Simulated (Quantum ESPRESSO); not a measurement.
The system is MoS2.

```xyz
3
Lattice="1.5855 0.9154 6.1150 -1.5855 0.9154 6.1150 0.0000 -1.8308 6.1150" Properties=species:S:1:pos:R:3 pbc="T T T"
Mo    0.0000    0.0000    0.0000
S     0.0000    0.0000   13.7587
S     0.0000    0.0000    4.5862
```

Measurements of this composition are mostly on another form, of space group No. 194.

Program: Quantum ESPRESSO 7.5. Alike in all runs: task single point; level PBEsol+U; potentials or basis PseudoDojo 0.4.1 SR PBEsol standard; spin collinear, ferromagnetic start; cell as given; k mesh 7 × 7 × 7; cutoff (eV) 1088; smearing gaussian 0.05 eV.

**Question.** Order these runs on this cell by their pressure, lowest first.
A. U Mo d U = 6 eV
B. U Mo d U = 1 eV
C. U Mo d U = 4 eV
D. U Mo d U = 8 eV

**Answer.** B (3.1 GPa), C (10.6 GPa), A (20.0 GPa), D (25.2 GPa).
